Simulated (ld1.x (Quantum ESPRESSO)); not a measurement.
**Changing the settings of a PAW potential for F, part 1 of 2**

Aim: generate and test one potential in full, then change one design choice at a time and see what happens to hardness, ghosts and transferability.

Program: ld1.x (Quantum ESPRESSO) 7.5. Reference atom: PBE, scalar-relativistic, spherical and spin-unpolarised. All values are calculated.

2 further runs of the same task are left out: 2 set aside as unsound or not needed.

## Step 1: Starting point

Typed settings, in words:

| Item | Value |
| --- | --- |
| element | fluorine (F, Z = 9) |
| type | PAW |
| frozen core | [He] |
| valence charge | 7 |
| reference configuration | 2s2 2p4.5 (charge +0.5) |
| partial waves | 2s (bound): rcut 0.40, rcutus 0.55 bohr; 2s channel at -1.95 Ry: rcut 0.40, rcutus 0.55 bohr; 2p (bound): rcut 1.45, rcutus 1.75 bohr; 2p channel at -0.7 Ry: rcut 1.45, rcutus 1.75 bohr; 3d channel at 0.2 Ry: rcut 0.95, rcutus 1.30 bohr; 3d channel at 1 Ry: rcut 0.95, rcutus 1.30 bohr |
| local potential | all-electron potential smoothed inside 1.25 bohr (lloc = -1) |
| core correction | Bessel-smoothed model core inside 0.45 bohr |
| augmentation charge | PSQ, inside the norm-conserving radii |

The nodes and maxima of the atom's own shells, from an earlier all-electron run, set the scale for the radii.

All-electron outer shells of the reference configuration (PBE, scalar-relativistic, ld1.x):

```csv
shell,level (eV),outermost node (bohr),outermost maximum (bohr)
1s,-673.03,–,0.11
2s,-38.21,0.24,0.76
2p,-19.23,–,0.70
```

## Step 2: The first potential

File F.in:

```
 &input
   title='F', zed=9., rel=1, dft='PBE', iswitch=3,
   config='[He] 2s2 2p4.5 3d-2',
   nld=3, rlderiv=1.90, eminld=-5.0, emaxld=5.0, deld=0.02
 /
 &inputp
   pseudotype=3, lpaw=.true., tm=.true., lloc=-1, rcloc=1.25,
   nlcc=.true., new_core_ps=.true., rcore=0.45,
   which_augfun='PSQ', rmatch_augfun_nc=.true.,
   file_pseudopw='F.UPF', file_wfcaegen='ae.wfc', file_wfcncgen='nc.wfc', file_beta='beta', file_chi='chi', file_wfcusgen='us.wfc'
 /
6
2S  1  0   2.00   0.00  0.40  0.55  0.0
2S  1  0   0.00  -1.95  0.40  0.55  0.0
2P  2  1   4.50   0.00  1.45  1.75  0.0
2P  2  1   0.00  -0.70  1.45  1.75  0.0
3D  3  2  -2.00   0.20  0.95  1.30  0.0
3D  3  2  -2.00   1.00  0.95  1.30  0.0
 &test
   configts(1)='2s2 2p4.5'
 /
```

On the command line:

```bash
$ ld1.x < F.in > F.out
```

What the program wrote to F.out (without the banner and most projector matrices):

```text
     Program LD1 v.7.5
     --------------------------- All-electron run ----------------------------

     F
     scalar relativistic calculation

     atomic number is  9.00
     dft =PBE   lsd =0 sic =0 latt =0  beta=0.20 tr2=1.0E-14
     Exchange-correlation= PBE
                           (   1   4   3   4   0   0   0)
     mesh =1105 r(mesh) =  99.76081 a.u. xmin = -7.00 dx = 0.01250
     1 Ry =  13.60569312 eV, c = 137.03599908

     n l     nl                  e(Ry)          e(Ha)          e(eV)
     1 0     1S 1( 2.00)       -49.4671       -24.7336      -673.0345
     2 0     2S 1( 2.00)        -2.8081        -1.4041       -38.2067
     2 1     2P 1( 4.50)        -1.4136        -0.7068       -19.2324

     final scf error:  6.1E-15 reached in  24 iterations

     Etot =    -198.934914 Ry,     -99.467457 Ha,   -2706.647396 eV

     Ekin =     198.797516 Ry,      99.398758 Ha,    2704.777992 eV
     Encl =    -471.498042 Ry,    -235.749021 Ha,   -6415.057665 eV
     Eh   =      93.720607 Ry,      46.860303 Ha,    1275.133813 eV
     Exc  =     -19.954995 Ry,      -9.977497 Ha,    -271.501536 eV

     normalization and overlap integrals

     s(1S/1S) =  1.000000  <r> =   0.1763  <r2> =    0.0420  r(max) =   0.1139
     s(2S/2S) =  1.000000  <r> =   0.9830  <r2> =    1.1713  r(max) =   0.7617
     s(2P/2P) =  1.000000  <r> =   1.0380  <r2> =    1.4106  r(max) =   0.6979

     ------------------------ End of All-electron run ------------------------

     --------------------- Generating PAW atomic setup --------------------

      Generating local potential from pseudized AE potential:
      Matching radius rcloc =   1.2500

      Local pseudo, rcloc= 1.256 Estimated cut-off energy=    15.29 Ry

      Computing core charge for nlcc:

       r > 0.45 : true rho core
      Core charge pseudized with two Bessel functions
      Integrated core pseudo-charge :   0.64
      Wfc-us  2S rcutus= 0.550  Estimated cut-off energy=   135.20 Ry
      Wfc-us  2S rcutus= 0.550  Estimated cut-off energy=   136.23 Ry
      Wfc-us  2P rcutus= 1.738  Estimated cut-off energy=    26.92 Ry
      Wfc-us  2P rcutus= 1.738  Estimated cut-off energy=    41.10 Ry
      Wfc-us  3D rcutus= 1.288  Estimated cut-off energy=    61.72 Ry
      Wfc-us  3D rcutus= 1.288  Estimated cut-off energy=    62.47 Ry

     Required augmentation: PSQ   radius:    1.750000

     Q pseudized with Bessel functions
     Expected ecutrho=    2294.8738 due to l1=  0   l2=  2

     Estimated PAW energy =  -58.522355 Ryd

     The PAW screened D coefficients
    -0.18134    -0.19954     0.00000     0.00000     0.00000     0.00000
    -0.19954    -0.21054     0.00000     0.00000     0.00000     0.00000
     0.00000     0.00000    -1.39878    -0.75030     0.00000     0.00000
     0.00000     0.00000    -0.75030    -0.43698     0.00000     0.00000
     0.00000     0.00000     0.00000     0.00000    -0.06743    -0.07161
     0.00000     0.00000     0.00000     0.00000    -0.07161    -0.07558

     The PAW descreened D coefficients (US)
     0.02891     0.08070     0.00000     0.00000     0.00000     0.00000
     0.08070     0.16273     0.00000     0.00000     0.00000     0.00000
     0.00000     0.00000     1.70117     1.04191     0.00000     0.00000
     0.00000     0.00000     1.04191     0.75222     0.00000     0.00000
     0.00000     0.00000     0.00000     0.00000    -0.07344    -0.07570
     0.00000     0.00000     0.00000     0.00000    -0.07570    -0.07754

     ------------------- End of pseudopotential generation -------------------

     [... the all-electron block is printed once more ...]


     Computing logarithmic derivative in   1.90893
     Computing logarithmic derivative in   1.90893
     Computing the partial wave expansion
     R is outside the sphere for l=    0 j= 0.00
     R is outside the sphere for l=    0 j= 0.00
     R is outside the sphere for l=    1 j= 0.00
     R is outside the sphere for l=    1 j= 0.00
     R is outside the sphere for l=    2 j= 0.00
     R is outside the sphere for l=    2 j= 0.00

     ---------------------- Testing the pseudopotential ----------------------

     F
     scalar relativistic calculation

     atomic number is  9.00   valence charge is  7.00
     dft = SLA  PW   PBX  PBC   lsd =0 sic =0 latt =0  beta=0.20 tr2=1.0E-14
     mesh =1105 r(mesh) =  99.76081 xmin = -7.00 dx = 0.01250

     n l     nl             e AE (Ry)        e PS (Ry)    De AE-PS (Ry)
     1 0     2S   1( 2.00)       -2.80814       -2.80814        0.00001
     2 1     2P   1( 4.50)       -1.41356       -1.41356        0.00000

     eps = 6.0E-15  iter =  3

     Etot =    -198.934914 Ry,     -99.467457 Ha,   -2706.647396 eV
     Etotps =   -58.522367 Ry,     -29.261183 Ha,    -796.237365 eV

     Ekin =      49.860741 Ry,      24.930370 Ha,     678.389937 eV
     Encl =    -126.685632 Ry,     -63.342816 Ha,   -1723.645831 eV
     Ehrt =      38.257518 Ry,      19.128759 Ha,     520.520044 eV
     Ecxc =     -19.954993 Ry,      -9.977497 Ha,    -271.501515 eV
     (Ecc =      -1.554865 Ry,      -0.777432 Ha,     -21.155014 eV)

     ---------------------- End of pseudopotential test ----------------------
```

Run time: 2.1 s. Hardware: 1 thread, shared host. (Generation and the later configuration tests together.)

All-electron and pseudo partial waves u(r) = r·R(r), from the program's wave files:

```
r (bohr)    2s AE   2s PS   2p AE   2p PS
   0.088  -0.4599  0.0541  0.1177  0.0126
   0.175  -0.2730  0.1459  0.3280  0.0488
   0.262   0.0779  0.2942  0.5309  0.1059
   0.350   0.4186  0.4907  0.6949  0.1806
   0.438   0.6862  0.6976  0.8123  0.2667
   0.525   0.8690  0.8691  0.8862  0.3569
   0.612   0.9787  0.9787  0.9244  0.4459
   0.700   1.0301  1.0301  0.9348  0.5288
   0.788   1.0367  1.0367  0.9242  0.5994
   0.875   1.0123  1.0123  0.8990  0.6534
   0.962   0.9673  0.9673  0.8639  0.6896
   1.050   0.9089  0.9089  0.8220  0.7075
   1.138   0.8433  0.8433  0.7764  0.7077
   1.225   0.7757  0.7757  0.7296  0.6925
   1.312   0.7080  0.7080  0.6825  0.6654
   1.400   0.6415  0.6415  0.6356  0.6294
   1.487   0.5789  0.5789  0.5906  0.5891
   1.575   0.5196  0.5196  0.5468  0.5468
   1.662   0.4653  0.4653  0.5058  0.5058
   1.750   0.4149  0.4149  0.4665  0.4665
   1.838   0.3690  0.3690  0.4297  0.4297
   1.925   0.3279  0.3279  0.3956  0.3956
   2.012   0.2909  0.2909  0.3638  0.3638
   2.100   0.2572  0.2572  0.3340  0.3340
   2.188   0.2272  0.2272  0.3063  0.3063
   2.275   0.2006  0.2006  0.2810  0.2810
```

## Step 3: Transferability test

File F.test.in:

```
 &input
   title='F', zed=9., rel=1, dft='PBE', iswitch=2,
   config='[He] 2s2 2p4.5 3d-2'
 /
 &test
   file_pseudo='F.UPF', nconf=8,
   configts(1)='2s2 2p4.5',
   configts(2)='2s2 2p5',
   configts(3)='2s2 2p4',
   configts(4)='2s2 2p3',
   configts(5)='2s2 2p2',
   configts(6)='2s2 2p1',
   configts(7)='2s1 2p6',
   configts(8)='2s1 2p5'
 /
```

On the command line:

```bash
$ ld1.x < F.test.in > F.test.out
```

F.test.out, the pseudopotential blocks:

```text
     ---------------------- Testing the pseudopotential ----------------------

     F
     scalar relativistic calculation

     atomic number is  9.00   valence charge is  7.00
     dft =SLA  PW   PBX  PBC   lsd =0 sic =0 latt =0  beta=0.20 tr2=1.0E-14
     mesh =1105 r(mesh) =  99.76081 xmin = -7.00 dx = 0.01250

     n l     nl             e AE (Ry)        e PS (Ry)    De AE-PS (Ry)
     1 0     2S   1( 2.00)       -2.80814       -2.80814        0.00001
     2 1     2P   1( 4.50)       -1.41356       -1.41356        0.00000

     eps = 6.0E-15  iter =  3

     Etot =    -198.934914 Ry,     -99.467457 Ha,   -2706.647396 eV
     Etotps =   -58.522367 Ry,     -29.261183 Ha,    -796.237365 eV

     Ekin =      49.860741 Ry,      24.930370 Ha,     678.389937 eV
     Encl =    -126.685632 Ry,     -63.342816 Ha,   -1723.645831 eV
     Ehrt =      38.257518 Ry,      19.128759 Ha,     520.520044 eV
     Ecxc =     -19.954993 Ry,      -9.977497 Ha,    -271.501515 eV
     (Ecc =      -1.554865 Ry,      -0.777432 Ha,     -21.155014 eV)

     ---------------------- End of pseudopotential test ----------------------

     ---------------------- Testing the pseudopotential ----------------------

     F
     [...]
     n l     nl             e AE (Ry)        e PS (Ry)    De AE-PS (Ry)
     1 0     2S   1( 2.00)       -2.19758       -2.19734       -0.00024
     2 1     2P   1( 5.00)       -0.81670       -0.81635       -0.00034

     eps = 2.4E-15  iter =  9

     Etot =    -199.489330 Ry,     -99.744665 Ha,   -2714.190600 eV
     Etotps =   -59.076709 Ry,     -29.538355 Ha,    -803.779576 eV
     dEtot_ae =      -0.554415 Ry
     dEtot_ps =      -0.554342 Ry,   Delta E=      -0.000073 Ry

     [...]
     ---------------------- End of pseudopotential test ----------------------

     ---------------------- Testing the pseudopotential ----------------------

     F
     [...]
     n l     nl             e AE (Ry)        e PS (Ry)    De AE-PS (Ry)
     1 0     2S   1( 2.00)       -3.48292       -3.48398        0.00106
     2 1     2P   1( 4.00)       -2.08065       -2.08181        0.00116

     eps = 1.0E-15  iter =  9

     Etot =    -198.064175 Ry,     -99.032088 Ha,   -2694.800384 eV
     Etotps =   -57.651324 Ry,     -28.825662 Ha,    -784.386219 eV
     dEtot_ae =       0.870739 Ry
     dEtot_ps =       0.871043 Ry,   Delta E=      -0.000304 Ry

     [...]
     ---------------------- End of pseudopotential test ----------------------

     ---------------------- Testing the pseudopotential ----------------------

     F
     [...]
     n l     nl             e AE (Ry)        e PS (Ry)    De AE-PS (Ry)
     1 0     2S   1( 2.00)       -4.99731       -5.00404        0.00673  !
     2 1     2P   1( 3.00)       -3.60167       -3.60807        0.00640  !

     eps = 9.1E-15  iter = 13

     Etot =    -195.242940 Ry,     -97.621470 Ha,   -2656.415526 eV
     Etotps =   -54.826473 Ry,     -27.413237 Ha,    -745.952167 eV
     dEtot_ae =       3.691974 Ry
     dEtot_ps =       3.695894 Ry,   Delta E=      -0.003920 Ry

     [...]
     ---------------------- End of pseudopotential test ----------------------

     ---------------------- Testing the pseudopotential ----------------------

     F
     [...]
     n l     nl             e AE (Ry)        e PS (Ry)    De AE-PS (Ry)
     1 0     2S   1( 2.00)       -6.70364       -6.71943        0.01580  !
     2 1     2P   1( 2.00)       -5.34782       -5.35924        0.01142  !

     eps = 5.3E-15  iter = 12

     Etot =    -190.786158 Ry,     -95.393079 Ha,   -2595.777923 eV
     Etotps =   -50.360114 Ry,     -25.180057 Ha,    -685.184260 eV
     dEtot_ae =       8.148756 Ry
     dEtot_ps =       8.162253 Ry,   Delta E=      -0.013497 Ry

     [...]
     ---------------------- End of pseudopotential test ----------------------

     ---------------------- Testing the pseudopotential ----------------------

     F
     [...]
     n l     nl             e AE (Ry)        e PS (Ry)    De AE-PS (Ry)
     1 0     2S   1( 2.00)       -8.57765       -8.59608        0.01843  !
     2 1     2P   1( 1.00)       -7.29740       -7.29697       -0.00043

     eps = 6.4E-16  iter =  9

     Etot =    -184.479831 Ry,     -92.239915 Ha,   -2509.975963 eV
     Etotps =   -44.045650 Ry,     -22.022825 Ha,    -599.271597 eV
     dEtot_ae =      14.455084 Ry
     dEtot_ps =      14.476717 Ry,   Delta E=      -0.021633 Ry

     [...]
     ---------------------- End of pseudopotential test ----------------------

     ---------------------- Testing the pseudopotential ----------------------

     F
     [...]
     n l     nl             e AE (Ry)        e PS (Ry)    De AE-PS (Ry)
     1 0     2S   1( 1.00)       -2.23280       -2.23252       -0.00028
     2 1     2P   1( 6.00)       -0.84819       -0.84771       -0.00048

     eps = 3.0E-15  iter =  9

     Etot =    -198.106554 Ry,     -99.053277 Ha,   -2695.376983 eV
     Etotps =   -57.693786 Ry,     -28.846893 Ha,    -784.963947 eV
     dEtot_ae =       0.828360 Ry
     dEtot_ps =       0.828581 Ry,   Delta E=      -0.000221 Ry

     [...]
     ---------------------- End of pseudopotential test ----------------------

     ---------------------- Testing the pseudopotential ----------------------

     F
     [...]
     n l     nl             e AE (Ry)        e PS (Ry)    De AE-PS (Ry)
     1 0     2S   1( 1.00)       -3.49542       -3.49634        0.00092
     2 1     2P   1( 5.00)       -2.08974       -2.09070        0.00096

     eps = 2.1E-16  iter =  9

     Etot =    -196.660171 Ry,     -98.330085 Ha,   -2675.697932 eV
     Etotps =   -56.247395 Ry,     -28.123697 Ha,    -765.284791 eV
     dEtot_ae =       2.274744 Ry
     dEtot_ps =       2.274972 Ry,   Delta E=      -0.000229 Ry

     [...]
     ---------------------- End of pseudopotential test ----------------------
```

The tests as a table, with energies relative to 2s2 2p4.5. The frozen-core shift comes from a second all-electron run, not shown, with the core orbitals held at their reference shape; it is that run's ΔE less the relaxed one.

| valence configuration | charge | ΔE all-electron (eV) | error AE − PS (meV) | frozen-core shift (meV) |
| --- | --- | --- | --- | --- |
| 2s2 2p5 | 0 | -7.543 | -1.0 | 0.0 |
| 2s2 2p4 | +1 | 11.847 | -4.1 | 0.0 |
| 2s2 2p3 | +2 | 50.232 | -53 | +0.7 |
| 2s2 2p2 | +3 | 110.869 | -184 | +3.9 |
| 2s2 2p1 | +4 | 196.671 | -294 | +15 |
| 2s1 2p6 | 0 | 11.270 | -3.0 | +0.4 |
| 2s1 2p5 | +1 | 30.949 | -3.1 | +0.5 |

## Step 4: Scattering by logarithmic derivatives

Taken from the files of the generation run. The phase is arctan(r·u′/u) with u = r·R, unwrapped, with energies in Ry. A pole is an energy at which the radial function vanishes at the test radius. The pseudo phase is shifted by a multiple of π to meet the all-electron one at the reference energy. Levels narrower than the energy grid can be missing from the poles. The last column is the largest difference on the grid between −1 and +1 Ry.

```tsv
channel	radius (bohr)	reference (Ry)	poles AE	poles PS	window around the reference with phases within 0.05 rad (Ry)	largest difference near zero (rad)
s	1.91	-2.81	-2.43	-2.43	the whole range	0.001
p	1.91	-1.41	-0.96	-0.96	the whole range	0.000
d	1.91	0.20	none	none	the whole range	0.000
```

Phases (rad) along the scan:

| E (Ry) | s AE | s PS | p AE | p PS |
| --- | --- | --- | --- | --- |
| -5.00 | 1.274 | 1.274 | 1.316 | 1.316 |
| -4.48 | 1.233 | 1.232 | 1.296 | 1.296 |
| -3.96 | 1.154 | 1.154 | 1.271 | 1.271 |
| -3.44 | 0.915 | 0.915 | 1.235 | 1.235 |
| -2.92 | -0.887 | -0.887 | 1.178 | 1.178 |
| -2.40 | -1.586 | -1.586 | 1.062 | 1.062 |
| -1.88 | -1.723 | -1.723 | 0.631 | 0.631 |
| -1.36 | -1.796 | -1.796 | -1.185 | -1.185 |
| -0.84 | -1.857 | -1.857 | -1.625 | -1.625 |
| -0.32 | -1.922 | -1.922 | -1.762 | -1.762 |
| 0.20 | -2.003 | -2.004 | -1.854 | -1.854 |
| 0.72 | -2.120 | -2.120 | -1.947 | -1.947 |
| 1.24 | -2.309 | -2.310 | -2.070 | -2.070 |
| 1.76 | -2.650 | -2.651 | -2.266 | -2.264 |
| 2.28 | -3.217 | -3.220 | -2.630 | -2.623 |
| 2.80 | -3.792 | -3.795 | -3.264 | -3.248 |
| 3.32 | -4.140 | -4.142 | -3.870 | -3.854 |
| 3.84 | -4.331 | -4.333 | -4.205 | -4.192 |
| 4.36 | -4.446 | -4.447 | -4.382 | -4.371 |
| 4.88 | -4.522 | -4.523 | -4.487 | -4.478 |

## Step 5: Cutoff and ghost test in a Bessel basis

This step uses the generator's waves and projectors in a separate script. Basis: spherical Bessel functions vanishing at 20 bohr, q² up to the cutoff; potential fixed at the reference.

All-electron valence levels (Ry): 2s -2.8081, 2p -1.4136. The lowest levels of each channel (Ry) by cutoff; the last column sums, over occupied levels, occupation times the distance from the level at 400 Ry. A positive value at high cutoff is not a bound level.

| cutoff (Ry) | s #1 | p #1 | d #1 | f #1 | Σ f·Δε (mRy) |
| --- | --- | --- | --- | --- | --- |
| 8 | -2.1731 | -1.1037 | -0.0081 | 0.0435 | 2664.5 |
| 21 | -2.2382 | -1.4089 | -0.0081 | 0.0435 | 1160.9 |
| 45 | -2.5403 | -1.4135 | -0.0081 | 0.0435 | 535.9 |
| 80 | -2.7576 | -1.4136 | -0.0081 | 0.0435 | 101.0 |
| 120 | -2.8041 | -1.4136 | -0.0081 | 0.0435 | 8.1 |
| 140 | -2.8072 | -1.4136 | -0.0081 | 0.0435 | 2.0 |
| 200 | -2.8077 | -1.4136 | -0.0081 | 0.0435 | 0.9 |
| 260 | -2.8080 | -1.4136 | -0.0081 | 0.0435 | 0.2 |
| 400 | -2.8081 | -1.4136 | -0.0081 | 0.0435 | 0.0 |

The sum stays within 10 mRy from 120 Ry and within 1 mRy from 200 Ry. The sum leaves out empty levels, which can need more. Ghost test: no level below the all-electron spectrum of its channel (s, p, d, f tested).

(Continued in part 2 of 2.)
